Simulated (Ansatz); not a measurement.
Li-Sc mixtures: a scan of ordered alloys across composition, run with the Python package of Ansatz (0.2.0).

Script `li_alloy.py`:
```python
"""Mixing of Li and Sc on the bcc lattice, after relaxing atoms and volume at fixed cell shape."""

from collections import Counter
from dataclasses import dataclass

import ansatz as az
import numpy as np


@dataclass
class Options:
    xc: str = "PBEsol"
    cutoff_ev: int = 510
    k_spacing: float = 0.3
    filling: str = "gaussian"
    smearing_width: float = 0.1


settings = Options()


def bcc(A, a):
    return (
        az.Lattice.bcc(a)
        .space_group(229)
        .atom(A, (0, 0, 0))
        .primitive()
    )

A_FIRST, A_LAST = 3.51, 3.68


def run_phase(name, crystal):
    calc = (
        crystal.calculation()
        .functional(settings.xc)
        .basis(settings.cutoff_ev)
        .kpoints(spacing=settings.k_spacing)
        .occupations(settings.filling, width=settings.smearing_width)
        .band_table()
    )
    calc = calc.relax(force_tolerance=0.01, fix_cell=["shape"])
    return calc.run(threads=1, backend="cpu")


def volume_per_atom(outcome):
    return abs(np.linalg.det(outcome.lattice.cell_ang)) / len(outcome.lattice.sites)


def counts(outcome):
    return Counter(site.symbol for site in outcome.lattice.sites)

# ordered cells: the first k mixed sites take the second element
phases = {}
for k in range(2 + 1):
    a = A_FIRST + (A_LAST - A_FIRST) * k / 2
    cell = bcc("Li", a).conventional().resolved()
    sites = [site.position for site in cell.sites if site.symbol == "Li"]
    for position in sites[:k]:
        cell = cell.substitution("Sc", at=position, replaces="Li")
    phases[f"Li{2 - k}Sc{k}"] = cell.resolved()

done = {}
for name, crystal in phases.items():
    done[name] = run_phase(name, crystal)
    print(f"{name}: {done[name].report['energy_sigma0_ev']:.4f} eV, {len(done[name].lattice.sites)} atoms")

# mixing quantities against the straight line between the end members, both on this lattice
x = {name: counts(o)["Sc"] / (counts(o)["Li"] + counts(o)["Sc"]) for name, o in done.items()}
first, last = min(x, key=x.get), max(x, key=x.get)
energy = {name: o.report["energy_sigma0_ev"] / len(o.lattice.sites) for name, o in done.items()}
volume = {name: volume_per_atom(o) for name, o in done.items()}
rows = []
for name in sorted(done, key=x.get):
    line = lambda table: (1 - x[name]) * table[first] + x[name] * table[last]
    rows.append((name, x[name], 1000 * (energy[name] - line(energy)), volume[name], 100 * (volume[name] / line(volume) - 1)))
print("      cell       x(Sc)  E_mix (meV/atom)  V (A^3/atom)  excess V (%)")
for row in rows:
    print(f"{str(row[0]):>10}  {row[1]:10.3f}  {row[2]:+16.1f}  {row[3]:12.3f}  {row[4]:+12.2f}")
```

Do these ordered cells favour mixing or separation, and does the volume follow a straight line between the end members?

Mixing energies: +186 meV an atom at x(Sc) = 0.50 (volume -6.9 % off the straight line). All are positive, so the end members on this lattice are favoured over these cells.

The run itself:

```console
$ python li_alloy.py
Li2Sc0: -405.9962 eV, 2 atoms
Li1Sc1: -2313.8890 eV, 2 atoms
Li0Sc2: -4222.5243 eV, 2 atoms
      cell       x(Sc)  E_mix (meV/atom)  V (A^3/atom)  excess V (%)
    Li2Sc0       0.000              +0.0        20.143         +0.00
    Li1Sc1       0.500            +185.6        20.543         -6.88
    Li0Sc2       1.000              +0.0        23.979         +0.00
```

Total energies depend on the potentials; only differences at equal settings carry meaning. Atoms and volume are relaxed with the cell's shape held, which in cells of lower than cubic symmetry can hide stresses and shift volumes. These are small ordered cells, with both end members on the same lattice, which need not be their own; they aren't random solutions. Differences under about 40 meV an atom lie within the error of mesh and functional. The cells are prototypes set up for this calculation and needn't exist. Timing: 16 s on 1 thread of Arm Neoverse V1, with other jobs on the host, peak memory 0.41 GiB.

(Lines on the test bed's own set-up are left out of the output.)
